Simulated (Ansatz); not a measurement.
# Cu+ with SiH₃F: superposition error and deformation, part 2 of 2

Ansatz 0.2.0, Gaussian basis.

## Step 11: B3LYP-D4/def2-TZVPPD

The input, free-b/in.yaml:

```yaml
crystal:
  periodic: [false, false, false]
  atoms:
    - {symbol: Si, position_ang: [-0.019480, -0.007580, 0.628811]}
    - {symbol: F, position_ang: [0.030869, -0.009449, -0.970312]}
    - {symbol: H, position_ang: [0.716110, -1.196577, 1.119578]}
    - {symbol: H, position_ang: [-1.438957, -0.062418, 1.050402]}
    - {symbol: H, position_ang: [0.620413, 1.237833, 1.113727]}
basis:
  gaussian: {orbitals: "def2-TZVPPD.json"}
hamiltonian: {xc: {name: B3LYP}, dispersion: d4}
```

Command:

```console
$ ansatz run in.yaml --threads 4 --pin off --events-out ev --progress --plain --max-ram 9574MiB
```

Log:

```text
Functional definition: B3LYP
  name "B3LYP"
  cite "Stephens, Devlin, Chabalowski & Frisch, J. Phys. Chem. 98, 11623 (1994) doi:10.1021/j100096a001"
  cite "Becke, Phys. Rev. A 38, 3098 (1988) doi:10.1103/PhysRevA.38.3098"
  cite "Lee, Yang & Parr, Phys. Rev. B 37, 785 (1988) doi:10.1103/PhysRevB.37.785"
  cite "Vosko, Wilk & Nusair, Can. J. Phys. 58, 1200 (1980) doi:10.1139/p80-159"
  parameter a0 = 0.2
  parameter ax = 0.72
  parameter ac = 0.81
  exchange = (1 - a0 - ax)*slater_x + ax*b88_x + a0*exact_x
  correlation = (1 - ac)*vwn_rpa_c + ac*lyp_c
689 factors; their error is unknown
mean field evaluation 1: about -10645.4540 eV, gradient 3.3e1 eV
mean field evaluation 2: about -10642.7675 eV, gradient 5.7e1 eV
mean field evaluation 4: about -10647.0238 eV, gradient 5.8e-1 eV
mean field evaluation 8: about -10647.0401 eV, gradient 2.3e-1 eV
mean field -10647.04011270 eV, -391.2715073188 hartree, gradient 1.0e-5 eV, S^2 0.000000; 0 other end points of the search recorded, 0 dependent functions left out
reference -10647.04034204 eV, -391.2715157467 hartree; 13, 13 occupied and 126, 126 virtual orbitals, 689 factors
Total energy: -10647.11669793 eV, -391.2743217740 hartree
```

Run time: 1.4 s. Hardware: 4 threads of AMD EPYC 7R43, shared host.

## Step 12: wB97X-V/def2-TZVPPD

free-b/in.yaml: that of step 11 with these lines changed.

```diff
@@ -10,2 +10,2 @@
   gaussian: {orbitals: "def2-TZVPPD.json"}
-hamiltonian: {xc: {name: B3LYP}, dispersion: d4}
+hamiltonian: {xc: {name: wB97X-V}}
```

Command:

```console
$ ansatz run in.yaml --threads 4 --pin off --events-out ev --progress --plain --max-ram 9574MiB
```

Log, cut to the lines that bear on the results:

```text
[... 5 set-up lines as earlier in the session ...]
[...]
      + integral(e_c_pw_opposite_spin*poly(b97_u_opposite, cos0, cos1)) + vv10(b, c)
689 factors; their error is unknown
200 factors; integrals over basis functions are off by at most 2.4e-5 eV
[...]
mean field -10644.09543419 eV, -391.1632923794 hartree, gradient 2.7e-5 eV, S^2 0.000000; 0 other end points of the search recorded, 0 dependent functions left out
reference -10644.09543208 eV, -391.1632923019 hartree; 13, 13 occupied and 126, 126 virtual orbitals, 689 factors
Total energy: -10644.09543208 eV, -391.1632923019 hartree
```

Wall time 2.7 s (4 threads of AMD EPYC 7R43, shared host).

## Step 13: wB97M-V/def2-TZVPPD

free-b/in.yaml: that of step 12 with these lines changed.

```diff
@@ -10,2 +10,2 @@
   gaussian: {orbitals: "def2-TZVPPD.json"}
-hamiltonian: {xc: {name: wB97X-V}}
+hamiltonian: {xc: {name: wB97M-V}}
```

Command:

```console
$ ansatz run in.yaml --threads 4 --pin off --events-out ev --progress --plain --max-ram 9574MiB
```

Log, cut to the lines that bear on the results:

```text
[... 5 set-up lines as earlier in the session ...]
  # Of w^i u^j: cxij and so on, Table III.
[...]
  gx(w, u) = 1 - cx + cx01*u + cx10*w
  gss(w, u) = css00 + css04*u^4 + css10*w + css20*w^2 + css43*w^4*u^3
  gos(w, u) = cos00 + cos10*w + (cos20 + cos21*u)*w^2 + (cos60 + cos61*u)*w^6
[...]
      + integral(e_c_pw_mod_opposite_spin*gos(b97_w_opposite, b97_u_opposite)) + vv10(b, c)
684 factors; their error is unknown
200 factors; integrals over basis functions are off by at most 2.4e-5 eV
[...]
mean field -10644.75785918 eV, -391.1876360487 hartree, gradient 3.0e-5 eV, S^2 0.000000; 0 other end points of the search recorded, 0 dependent functions left out
reference -10644.75791166 eV, -391.1876379773 hartree; 13, 13 occupied and 126, 126 virtual orbitals, 684 factors
Total energy: -10644.75791166 eV, -391.1876379773 hartree
```

It took 2.9 s on 4 threads of AMD EPYC 7R43, shared host.

## Step 14: B2PLYP/def2-TZVPPD

free-b/in.yaml: that of step 13 with these lines changed.

```diff
@@ -10,2 +10,2 @@
   gaussian: {orbitals: "def2-TZVPPD.json"}
-hamiltonian: {xc: {name: wB97M-V}}
+hamiltonian: {xc: {name: B2PLYP}}
```

Command:

```console
$ ansatz run in.yaml --threads 4 --pin off --events-out ev --progress --plain --max-ram 9574MiB
```

Log, cut to the lines that bear on the results:

```text
[... 5 set-up lines as earlier in the session ...]
[...]
796 factors; integrals over basis functions are off by at most 8.9e-4 eV
[...]
mean field -10638.20036158 eV, -390.9466524570 hartree, gradient 3.3e-6 eV, S^2 0.000000; 0 other end points of the search recorded, 0 dependent functions left out
6 core orbitals not correlated: weight in the atoms' cores, before any rotation towards them, 1.000 or more for the frozen orbitals, at most 0.000 for the correlated occupied ones
reference -10638.20050750 eV, -390.9466578192 hartree; 7, 7 occupied and 126, 126 virtual orbitals, 796 factors
second order -12.49258547 eV of doubles, -0.00000000 eV of singles
Total energy: -10641.57350557 eV, -391.0706132122 hartree
```

It took 1.8 s on 4 threads of AMD EPYC 7R43, shared host.

## Step 15: BLYP-D4/def2-TZVPPD

free-b/in.yaml: that of step 14 with these lines changed.

```diff
@@ -10,2 +10,2 @@
   gaussian: {orbitals: "def2-TZVPPD.json"}
-hamiltonian: {xc: {name: B2PLYP}}
+hamiltonian: {xc: {name: BLYP}, dispersion: d4}
```

Command:

```console
$ ansatz run in.yaml --threads 4 --pin off --events-out ev --progress --plain --max-ram 9574MiB
```

Log, cut to the lines that bear on the results:

```text
Functional definition: BLYP
  name "BLYP"
[... 2 set-up lines as earlier in the session ...]
  parameter beta = 0.0042
  parameter a = 0.04918
  parameter b = 0.132
  parameter c = 0.2533
  parameter d = 0.349
  exchange = b88_x(beta = beta)
  correlation = lyp_c(a = a, b = b, c = c, d = d)
679 factors; their error is unknown
mean field evaluation 1: about -10643.6906 eV, gradient 3.7e1 eV
mean field evaluation 2: about -10637.2649 eV, gradient 7.9e1 eV
mean field evaluation 4: about -10645.8950 eV, gradient 1.2e0 eV
mean field evaluation 8: about -10645.8833 eV, gradient 5.0e-2 eV
mean field -10645.88325473 eV, -391.2289935724 hartree, gradient 3.0e-5 eV, S^2 0.000000; 0 other end points of the search recorded, 0 dependent functions left out
reference -10645.88355912 eV, -391.2290047584 hartree; 13, 13 occupied and 126, 126 virtual orbitals, 679 factors
Total energy: -10645.99211787 eV, -391.2329942190 hartree
```

It took 1.1 s on 4 threads of AMD EPYC 7R43, shared host.

## Step 16: revPBE-D4/def2-TZVPPD

free-b/in.yaml: that of step 15 with these lines changed.

```diff
@@ -10,2 +10,2 @@
   gaussian: {orbitals: "def2-TZVPPD.json"}
-hamiltonian: {xc: {name: BLYP}, dispersion: d4}
+hamiltonian: {xc: {name: revPBE}, dispersion: d4}
```

Command:

```console
$ ansatz run in.yaml --threads 4 --pin off --events-out ev --progress --plain --max-ram 9574MiB
```

Log, cut to the lines that bear on the results:

```text
Functional definition: revPBE
  name "revPBE"
  cite "Zhang & Yang, Phys. Rev. Lett. 80, 890 (1998) doi:10.1103/PhysRevLett.80.890"
[... 1 set-up line as earlier in the session ...]
  parameter kappa = 1.245
[... 3 set-up lines as earlier in the session ...]
679 factors; their error is unknown
mean field evaluation 1: about -10641.7618 eV, gradient 3.4e1 eV
mean field evaluation 2: about -10636.9379 eV, gradient 6.9e1 eV
mean field evaluation 4: about -10643.5863 eV, gradient 1.0e0 eV
mean field evaluation 8: about -10643.5736 eV, gradient 3.5e-2 eV
mean field -10643.57359948 eV, -391.1441153077 hartree, gradient 3.5e-5 eV, S^2 0.000000; 0 other end points of the search recorded, 0 dependent functions left out
reference -10643.57365258 eV, -391.1441172591 hartree; 13, 13 occupied and 126, 126 virtual orbitals, 679 factors
Total energy: -10643.73914360 eV, -391.1501989416 hartree
```

Wall time 0.96 s (4 threads of AMD EPYC 7R43, shared host).

## Step 17: B97M-V/def2-TZVPPD

free-b/in.yaml: that of step 16 with these lines changed.

```diff
@@ -10,2 +10,2 @@
   gaussian: {orbitals: "def2-TZVPPD.json"}
-hamiltonian: {xc: {name: revPBE}, dispersion: d4}
+hamiltonian: {xc: {name: B97M-V}}
```

Command:

```console
$ ansatz run in.yaml --threads 4 --pin off --events-out ev --progress --plain --max-ram 9574MiB
```

Log, cut to the lines that bear on the results:

```text
[... 5 set-up lines as earlier in the session ...]
  # Of w^i u^j: cxij and so on, Table III.
[...]
  gx(w, u) = cx00 + cx01*u + cx02*u^2 + (cx10 + cx11*u)*w
  gss(w, u) = css00 + css02*u^2 + css10*w + (css32*w^3 + css42*w^4)*u^2
  gos(w, u) = cos00 + cos01*u + cos03*u^3 + cos10*w + cos32*w^3*u^2
[...]
      + integral(e_c_pw_mod_opposite_spin*gos(b97_w_opposite, b97_u_opposite)) + vv10(b, c)
679 factors; their error is unknown
[...]
mean field -10643.22185081 eV, -391.1311887824 hartree, gradient 7.1e-5 eV, S^2 0.000000; 0 other end points of the search recorded, 0 dependent functions left out
reference -10643.22191291 eV, -391.1311910645 hartree; 13, 13 occupied and 126, 126 virtual orbitals, 679 factors
Total energy: -10643.22191291 eV, -391.1311910645 hartree
```

Wall time 2.8 s (4 threads of AMD EPYC 7R43, shared host).

## Step 18: HSE06-D4/def2-TZVPPD

free-b/in.yaml: that of step 17 with these lines changed.

```diff
@@ -10,2 +10,2 @@
   gaussian: {orbitals: "def2-TZVPPD.json"}
-hamiltonian: {xc: {name: B97M-V}}
+hamiltonian: {xc: hse06, dispersion: d4}
```

Command:

```console
$ ansatz run in.yaml --threads 4 --pin off --events-out ev --progress --plain --max-ram 9574MiB
```

Log, cut to the lines that bear on the results:

```text
Functional definition: HSE06
  name "HSE06"
  cite "Heyd, Scuseria & Ernzerhof, J. Chem. Phys. 118, 8207 (2003) doi:10.1063/1.1564060"
  cite "Krukau, Vydrov, Izmaylov & Scuseria, J. Chem. Phys. 125, 224106 (2006) doi:10.1063/1.2404663"
  cite "Heyd & Scuseria, J. Chem. Phys. 120, 7274 (2004) doi:10.1063/1.1668634"
  cite "Ernzerhof & Perdew, J. Chem. Phys. 109, 3313 (1998) doi:10.1063/1.476928"
[... 2 set-up lines as earlier in the session ...]
[...]
  # The whole range is PBE's own exchange, as in plane waves. The composition of these papers is wPBEh.
[...]
696 factors; their error is unknown
66 factors; integrals over basis functions are off by at most 4.1e-6 eV
[...]
mean field -10639.88692291 eV, -391.0086324426 hartree, gradient 8.7e-5 eV, S^2 0.000000; 0 other end points of the search recorded, 0 dependent functions left out
reference -10639.88696530 eV, -391.0086340003 hartree; 13, 13 occupied and 126, 126 virtual orbitals, 696 factors
Total energy: -10639.92232974 eV, -391.0099336196 hartree
```

Run time: 1.3 s. Hardware: 4 threads of AMD EPYC 7R43, shared host.

## Step 19: CCSD(T)/def2-TZVPPD

free-b/in.yaml: that of step 18 with these lines changed.

```diff
@@ -10,2 +10,2 @@
   gaussian: {orbitals: "def2-TZVPPD.json"}
-hamiltonian: {xc: hse06, dispersion: d4}
+correlation: {method: ccsd_t}
```

Command:

```console
$ ansatz run in.yaml --threads 4 --pin off --events-out ev --progress --plain --max-ram 9574MiB
```

Log, cut to the lines that bear on the results:

```text
[... 4 set-up lines as earlier in the session ...]
[...]
796 factors; integrals over basis functions are off by at most 8.9e-4 eV
[...]
mean field -10618.77258629 eV, -390.2326948835 hartree, gradient 1.6e-6 eV, S^2 0.000000; 0 other end points of the search recorded, 0 dependent functions left out
6 core orbitals not correlated: weight in the atoms' cores, before any rotation towards them, 1.000 or more for the frozen orbitals, at most 0.000 for the correlated occupied ones
reference -10618.77258629 eV, -390.2326948835 hartree; 7, 7 occupied and 126, 126 virtual orbitals, 796 factors
second order -10.47654500 eV of doubles, -0.00000000 eV of singles
cycle   1  -10.73966296 eV  change   -2.6e-1 eV  update   7.2e-2
[...]
cycle   9  -11.06916188 eV  change   -3.6e-6 eV  update   6.5e-6
perturbative correction -0.29295663 eV, -0.0107659574 hartree
Total energy: -10630.13470480 eV, -390.6502450372 hartree
```

Wall time 5.5 s (4 threads of AMD EPYC 7R43, shared host); peak memory 0.74 GiB.

## Step 20: The split

| method | interaction with counterpoise (meV) | without | superposition error | deformation | binding energy |
| --- | --- | --- | --- | --- | --- |
| PBE-D4 | -1459 | -1479 | 20 | 106 | -1354 |
| revPBE-D4 | -1320 | -1338 | 19 | 95 | -1225 |
| BLYP-D4 | -1479 | -1501 | 21 | 92 | -1387 |
| r2SCAN-D4 | -1529 | -1545 | 16 | 153 | -1376 |
| B97M-V | -1478 | -1493 | 15 | 180 | -1298 |
| PBE0-D4 | -1380 | -1398 | 18 | 153 | -1227 |
| B3LYP-D4 | -1436 | -1456 | 20 | 134 | -1302 |
| HSE06-D4 | -1376 | -1393 | 18 | 154 | -1222 |
| wB97X-V | -1357 | -1375 | 18 | 142 | -1216 |
| wB97M-V | -1348 | -1363 | 16 | 137 | -1211 |
| B2PLYP | -1346 | -1378 | 31 | 141 | -1205 |
| Hartree-Fock | -1094 | -1109 | 15 | 221 | -872 |
| MP2 | -1242 | -1297 | 54 | 145 | -1098 |
| CCSD | -1221 | -1272 | 51 | 162 | -1059 |
| CCSD(T) | -1236 | -1297 | 61 | 151 | -1086 |

## Step 21: What came out

The summary covers parts 1 to 2.

| quantity | value |
| --- | --- |
| interaction, CCSD(T) | -1236 meV |
| superposition error | 61 meV |
| deformation | 151 meV |
| binding energy | -1086 meV |

**Reading.** In this basis the superposition error is 61 meV for CCSD(T) and 18 meV on average for the plain functionals: correlated methods borrow far more, since they need many more functions to converge. Deformation takes back 12 % of the interaction.
